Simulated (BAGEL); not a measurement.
# PBE0/def2-SVP (density fitting with cc-pvqz-jkfit) run of AlPNH4OF (SMILES [NH2][Al]([F])[PH]O)

Aim: the energy change on altering one bond length of AlPNH4OF at PBE0/def2-SVP (density fitting with cc-pvqz-jkfit), from 2 runs. 

The results are computed with BAGEL 1.2.2.

3 further runs of the same task are left out: 3 set aside as unsound or not needed.

## (1) The structure to begin with

AlPNH4OF has 9 atoms, charge 0, and is taken as a singlet. As SMILES, `[NH2][Al]([F])[PH]O`. Geometry: relaxed at PBE0-D4/def2-TZVP. This is one conformer, not always the lowest.

Bond lengths: N1–Al2 1.755 Å, Al2–F3 1.652 Å, Al2–P4 2.334 Å, P4–O5 1.677 Å, N1–H6 1.007 Å, N1–H7 1.006 Å, P4–H8 1.430 Å, O5–H9 0.960 Å. Angles: N1–Al2–F3 119.8°, N1–Al2–P4 121.0°, F3–Al2–P4 119.0°, Al2–P4–O5 96.2°, Al2–N1–H6 122.5°, Al2–N1–H7 126.3°, Al2–P4–H8 92.8°, O5–P4–H8 100.3°, P4–O5–H9 109.0°, H6–N1–H7 111.1°.

## (2) A single-point energy at PBE0/def2-SVP (density fitting with cc-pvqz-jkfit)

job.json

```json
{ "bagel" : [

{
  "title" : "molecule",
  "basis" : "svp",
  "df_basis" : "cc-pvqz-jkfit",
  "angstrom" : true,
  "geometry" : [
    { "atom" : "N", "xyz" : [       1.489200,       1.004600,      -0.185800 ] },
    { "atom" : "Al", "xyz" : [       0.882400,      -0.572900,       0.285200 ] },
    { "atom" : "F", "xyz" : [       1.905300,      -1.677400,       0.966000 ] },
    { "atom" : "P", "xyz" : [      -1.322700,      -1.196100,      -0.158400 ] },
    { "atom" : "O", "xyz" : [      -1.889900,       0.351100,      -0.471500 ] },
    { "atom" : "H", "xyz" : [       0.893900,       1.722700,      -0.565900 ] },
    { "atom" : "H", "xyz" : [       2.431700,       1.338900,      -0.072400 ] },
    { "atom" : "H", "xyz" : [      -1.643200,      -1.310200,       1.230300 ] },
    { "atom" : "H", "xyz" : [      -2.658100,       0.293000,      -1.044600 ] }
  ]
},

{ "title" : "ks", "xc_func" : "pbe0" },

{ "title" : "print", "file" : "orbitals.molden", "orbitals" : true }

]}
```

Run with:

```console
$ BAGEL_NUM_THREADS=1 BAGEL job.json > job.out
```

The log of the run:

```text
* using 1 threads per process

  ===============================================================
  ===============================================================

  *** Geometry ***

  { "atom" : "N", "xyz" : [      2.814180,      1.898419,     -0.351111 ] },
  { "atom" : "Al", "xyz" : [      1.667494,     -1.082624,      0.538950 ] },
  { "atom" : "F", "xyz" : [      3.600495,     -3.169827,      1.825475 ] },
  { "atom" : "P", "xyz" : [     -2.499541,     -2.260301,     -0.299333 ] },
  { "atom" : "O", "xyz" : [     -3.571393,      0.663483,     -0.891006 ] },
  { "atom" : "H", "xyz" : [      1.689226,      3.255431,     -1.069396 ] },
  { "atom" : "H", "xyz" : [      4.595247,      2.530154,     -0.136816 ] },
  { "atom" : "H", "xyz" : [     -3.105198,     -2.475919,      2.324930 ] },
  { "atom" : "H", "xyz" : [     -5.023081,      0.553690,     -1.974008 ] },

  Number of auxiliary basis functions:      818

  Since a DF basis is specified, we compute 2- and 3-index integrals:
    o Being stored without compression. Storage requirement is 0.063 GB

  Number of basis functions:       98
  Number of electrons      :       56

    * METHOD: MOLECULE                             0.56

  *** Kohn-Sham DFT ***

    * Removing 16378 points whose weight is below 1.00e-10
    * Grid points: 117776

  === Nuclear Repulsion ===
   276.1512580034

       - DIIS with orbital gradients will be used.

  === KS iteration (pbe0 / svp) ===
      0       -780.27789585          0.10549950           0.49
      1       -680.82249096          0.16491448           0.47
      2       -768.18194871          0.12647733           0.47
      3       -779.66138934          0.13220809           0.47
      4       -798.61157287          0.11048286           0.48
      5       -813.79870974          0.03770178           0.47
      6       -811.79850376          0.05883142           0.47
      7       -815.13407925          0.01483979           0.47
      8       -815.26329023          0.00535131           0.47
      9       -815.27612847          0.00326522           0.47
     10       -815.28266186          0.00050128           0.47
     11       -815.28281225          0.00022850           0.48
     12       -815.28284935          0.00004355           0.48
     13       -815.28285005          0.00003828           0.47
     14       -815.28285112          0.00000682           0.48
     15       -815.28285115          0.00000148           0.47
     16       -815.28285115          0.00000093           0.48
     17       -815.28285115          0.00000016           0.48
     18       -815.28285115          0.00000003           0.47
     19       -815.28285115          0.00000003           0.47
     20       -815.28285115          0.00000001           0.47
    * SCF iteration converged.

    * Permanent dipole moment:
           (    0.360916,    -0.713701,     0.392260) a.u.

    * METHOD: KS                                  10.52

    * METHOD: PRINT                                0.01

  ===============================================================
```

Run time: 11 s. Hardware: 1 thread of Intel Xeon 6975P-C (Granite Rapids), shared host; peak memory 0.59 GiB.

## (3) The distorted shape, same level

job.json

```json
{ "bagel" : [

{
  "title" : "molecule",
  "basis" : "svp",
  "df_basis" : "cc-pvqz-jkfit",
  "angstrom" : true,
  "geometry" : [
    { "atom" : "N", "xyz" : [       1.585351,       1.038830,      -0.602416 ] },
    { "atom" : "Al", "xyz" : [       0.978551,      -0.538670,      -0.131416 ] },
    { "atom" : "F", "xyz" : [       2.001451,      -1.643170,       0.549384 ] },
    { "atom" : "P", "xyz" : [      -1.226549,      -1.161870,      -0.575016 ] },
    { "atom" : "O", "xyz" : [      -1.793749,       0.385330,      -0.888116 ] },
    { "atom" : "H", "xyz" : [       0.990051,       1.756930,      -0.982516 ] },
    { "atom" : "H", "xyz" : [       2.527851,       1.373130,      -0.489016 ] },
    { "atom" : "H", "xyz" : [      -1.643200,      -1.310200,       1.230300 ] },
    { "atom" : "H", "xyz" : [      -2.561949,       0.327230,      -1.461216 ] }
  ]
},

{
  "title" : "ks",
  "xc_func" : "pbe0"
},

{
  "title" : "print",
  "file" : "orbitals.molden",
  "orbitals" : true
}

]}
```

Run with:

```console
$ BAGEL_NUM_THREADS=1 BAGEL job.json > job.out
```

The log of the run:

```text
* using 1 threads per process

  ===============================================================
  ===============================================================

  *** Geometry ***

  { "atom" : "N", "xyz" : [      2.995879,      1.963104,     -1.138401 ] },
  { "atom" : "Al", "xyz" : [      1.849193,     -1.017939,     -0.248340 ] },
  { "atom" : "F", "xyz" : [      3.782194,     -3.105141,      1.038185 ] },
  { "atom" : "P", "xyz" : [     -2.317842,     -2.195616,     -1.086623 ] },
  { "atom" : "O", "xyz" : [     -3.389694,      0.728168,     -1.678296 ] },
  { "atom" : "H", "xyz" : [      1.870925,      3.320117,     -1.856686 ] },
  { "atom" : "H", "xyz" : [      4.776946,      2.594840,     -0.924106 ] },
  { "atom" : "H", "xyz" : [     -3.105198,     -2.475919,      2.324930 ] },
  { "atom" : "H", "xyz" : [     -4.841382,      0.618375,     -2.761298 ] },

  Number of auxiliary basis functions:      818

  Since a DF basis is specified, we compute 2- and 3-index integrals:
    o Being stored without compression. Storage requirement is 0.063 GB

  Number of basis functions:       98
  Number of electrons      :       56

    * METHOD: MOLECULE                             0.55

  *** Kohn-Sham DFT ***

    * Removing 16107 points whose weight is below 1.00e-10
    * Grid points: 118047

  === Nuclear Repulsion ===
   274.3181897778

       - DIIS with orbital gradients will be used.

  === KS iteration (pbe0 / svp) ===
      0       -780.39149586          0.10461060           0.49
      1       -681.47002935          0.16472134           0.47
      2       -766.85993447          0.12605615           0.46
      3       -778.94258145          0.13341196           0.46
      4       -796.34756626          0.08371991           0.47
      5       -799.79715222          0.10289549           0.48
      6       -814.22444137          0.03454928           0.47
      7       -814.94331478          0.02063318           0.48
      8       -815.15469883          0.00930667           0.47
      9       -815.22044577          0.00628147           0.47
     10       -815.24820430          0.00136653           0.47
     11       -815.24908423          0.00076040           0.48
     12       -815.24943292          0.00013042           0.48
     13       -815.24944591          0.00006343           0.47
     14       -815.24944879          0.00002640           0.48
     15       -815.24944914          0.00000906           0.48
     16       -815.24944922          0.00000316           0.47
     17       -815.24944923          0.00000104           0.48
     18       -815.24944923          0.00000027           0.48
     19       -815.24944923          0.00000024           0.48
     20       -815.24944923          0.00000004           0.48
     21       -815.24944923          0.00000003           0.48
     22       -815.24944923          0.00000001           0.48
    * SCF iteration converged.

    * Permanent dipole moment:
           (    0.262698,    -0.785137,     0.671958) a.u.

    * METHOD: KS                                  11.47

    * METHOD: PRINT                                0.01

  ===============================================================
```

Run time: 12 s. Hardware: 1 thread of Intel Xeon 6975P-C (Granite Rapids), shared host; peak memory 0.59 GiB.

## (4) What came out

Level: PBE0/def2-SVP (density fitting with cc-pvqz-jkfit).

| quantity | value |
| --- | --- |
| first shape: total energy | -815.28285 Eh |
| first shape: dipole moment | 2.26 D |
| first shape: HOMO energy | -6.73 eV |
| first shape: LUMO energy | -0.29 eV |
| first shape: HOMO–LUMO gap | 6.44 eV |
| distorted shape: total energy | -815.24945 Eh |
| distorted shape: dipole moment | 2.71 D |
| distorted shape: HOMO energy | -6.88 eV |
| distorted shape: LUMO energy | -0.88 eV |
| distorted shape: HOMO–LUMO gap | 6.00 eV |
| energy change with the P4–H8 bond stretched from 1.430 to 1.859 Å | 0.909 eV |

**Reading.** With the P4–H8 bond stretched from 1.430 to 1.859 Å the energy rises by 0.91 eV (87.7 kJ/mol). The first shape isn't relaxed at this level, so the change isn't measured from a minimum.
